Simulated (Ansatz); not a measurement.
**C₂H₅GaS: basis-set convergence**

An exercise on one series of results from a longer session: the logs are not shown, and one member is left open.

Method: one geometry, several basis sets; program: Ansatz 0.2.0, Gaussian basis.

The runs, in order: PBE0-D4/def2-SVP; ωB97M-V/def2-SVP; PBE0-D4/def2-QZVPP; ωB97M-V/def2-QZVPP; the functionals' def2-TZVPP values are taken from earlier runs.

## The relaxed structure

An earlier PBE0-D4 in a triple-zeta def2 set relaxation fixed the geometry.

9 atoms, charge 0, spin multiplicity 1.

Atoms are counted from 1 here; the program's logs count them from 0.

Bond lengths: C1–Ga2 1.935 Å, C1–H5 1.091 Å, C1–H6 1.089 Å, C1–H7 1.091 Å, Ga2–C3 1.932 Å, Ga2–S4 2.176 Å, C3–S4 1.887 Å, C3–H8 1.086 Å, C3–H9 1.086 Å. Angles: Ga2–C1–H5 109.1°, Ga2–C1–H6 111.5°, Ga2–C1–H7 109.1°, H5–C1–H6 109.4°, H5–C1–H7 108.2°, H6–C1–H7 109.5°, C1–Ga2–C3 163.4°, C1–Ga2–S4 142.3°, C3–Ga2–S4 54.3°, Ga2–C3–S4 69.4°, Ga2–C3–H8 120.6°, Ga2–C3–H9 120.7°, S4–C3–H8 112.8°, S4–C3–H9 112.8°, H8–C3–H9 112.4°, Ga2–S4–C3 56.2°.

Set-up of the first run:

in.yaml reads:

```yaml
crystal:
  periodic: [false, false, false]
  atoms:
    - {symbol: C, position_ang: [-0.786556, 1.664263, 0.305287]}
    - {symbol: Ga, position_ang: [-0.082547, -0.111648, -0.003308]}
    - {symbol: C, position_ang: [1.101038, -1.600678, -0.340568]}
    - {symbol: S, position_ang: [-0.681846, -2.196319, -0.171801]}
    - {symbol: H, position_ang: [-1.269810, 1.690832, 1.283218]}
    - {symbol: H, position_ang: [-0.000437, 2.417298, 0.269583]}
    - {symbol: H, position_ang: [-1.538264, 1.887333, -0.453333]}
    - {symbol: H, position_ang: [1.509708, -1.769293, -1.332616]}
    - {symbol: H, position_ang: [1.748715, -1.981788, 0.443548]}
basis:
  gaussian: {orbitals: def2-SVP}
hamiltonian: {xc: pbe0, dispersion: d4}
output: {orbitals: {seedname: orbitals}}
```

Launch:

```console
$ ansatz run in.yaml --threads 2 --pin off --events-out ev --progress --plain --max-ram 4352MiB
```

Steps of the session up to this table: PBE0-D4 in def2-SVP; ωB97M-V in def2-SVP; PBE0-D4 in def2-QZVPP; ωB97M-V in def2-QZVPP.

One table of the session follows, with a row left open; its other results are not shown here.

```
functional       basis  HOMO (eV)
   PBE0-D4    def2-SVP      -6.38
   PBE0-D4  def2-TZVPP      -6.42
   PBE0-D4  def2-QZVPP          ?
   ωB97M-V    def2-SVP      -8.44
   ωB97M-V  def2-TZVPP      -8.51
   ωB97M-V  def2-QZVPP      -8.53
```

Q: Estimate the row for PBE0-D4, def2-QZVPP from the others.

The run gave: HOMO (eV): -6.44. In the column «HOMO (eV)» it lies between ωB97M-V, def2-SVP (-8.44) and PBE0-D4, def2-TZVPP (-6.42).
